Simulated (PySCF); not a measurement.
**As³⁺: basis, grid and Hamiltonian**

Aim: see how much the energy and properties of As³⁺ depend on the numerical set-up.

Program: PySCF 2.14.0. Level of theory: method and basis as typed in the scripts. These are calculated values, not measurements.

## Step 1: The atom

As³⁺: 1 atom, charge 3, spin multiplicity 1.

## Step 2: The run that the others are compared with

input.py

```python
from pyscf import gto, scf

mol = gto.M(
    atom='As 0 0 0',
    basis='def2-tzvpp',
    charge=3,
    spin=0,
    verbose=4,
)
mf = scf.RHF(mol)
mf.kernel()
mf.analyze()
print('orbital energies (hartree):', mf.mo_energy[..., max(0, mol.nelec[1]-3):mol.nelec[0]+3].round(4))
```

Command:

```sh
OMP_NUM_THREADS=1 python input.py
```

Its log is not repeated here.

Base result: E(SCF) = -2232.178561 Eh, 7 cycles.

## Step 3: Density fitting weigend

Run 1 changes density fitting: none → weigend.

input.py

```python
from pyscf import gto, scf

mol = gto.M(
    atom='As 0 0 0',
    basis='def2-tzvpp',
    charge=3,
    spin=0,
    verbose=4,
)
mf = scf.RHF(mol)
mf = mf.density_fit(auxbasis='weigend')
mf.kernel()
mf.analyze()
print('orbital energies (hartree):', mf.mo_energy[..., max(0, mol.nelec[1]-3):mol.nelec[0]+3].round(4))
```

Command:

```sh
OMP_NUM_THREADS=1 python input.py
```

## Step 4: Pcseg-2

Run 2 changes basis set: def2-tzvpp → pcseg-2.

Edit input.py of step 2 so:

```diff
@@ -4,3 +4,3 @@
     atom='As 0 0 0',
-    basis='def2-tzvpp',
+    basis='pcseg-2',
     charge=3,
```

## Step 5: Cartesian functions on

Run 3 changes Cartesian functions: off → on.

Edit input.py of step 2 so:

```diff
@@ -7,2 +7,3 @@
     spin=0,
+    cart=True,
     verbose=4,
```

## Step 6: Aug-cc-pvtz

Run 4 changes basis set: def2-tzvpp → aug-cc-pvtz.

Edit input.py of step 2 so:

```diff
@@ -4,3 +4,3 @@
     atom='As 0 0 0',
-    basis='def2-tzvpp',
+    basis='aug-cc-pvtz',
     charge=3,
```

## Step 7: Density fitting cc-pvdz-jkfit

Run 5 changes density fitting: none → cc-pvdz-jkfit.

Edit input.py of step 2 so:

```diff
@@ -10,2 +10,3 @@
 mf = scf.RHF(mol)
+mf = mf.density_fit(auxbasis='cc-pvdz-jkfit')
 mf.kernel()
```

## Step 8: Density fitting auto

Run 6 changes density fitting: none → auto.

Edit input.py of step 2 so:

```diff
@@ -10,2 +10,3 @@
 mf = scf.RHF(mol)
+mf = mf.density_fit()
 mf.kernel()
```

Q: Predict the outcome of this session. Wanted: for each run, E(SCF); from base; gap.

**Answer**, as computed:

```
                          run  E(SCF) (hartree)  from base (eV)  cycles  gap (eV)  functions
                         base      -2232.178561               0       7     20.27         48
      density fitting weigend      -2209.581966       +614.8847       7     20.02         48
                      pcseg-2      -2232.192573         -0.3813       6     20.24         43
       Cartesian functions on      -2232.180161         -0.0435       7     20.27         55
                  aug-cc-pvtz      -2232.220624         -1.1446       7     20.25         59
density fitting cc-pvdz-jkfit      -2231.590315        +16.0070       7     20.32         48
         density fitting auto      -2232.178527         +0.0009       7     20.27         48
```

Of the runs whose energies can be compared, “density fitting weigend” moves the SCF energy most (+614.885 eV). pcseg-2 (43 functions) gives an energy 0.38 eV lower than def2-tzvpp (48); size alone doesn't order basis sets of different families. aug-cc-pvtz (59 functions) gives an energy 1.14 eV lower than def2-tzvpp (48).
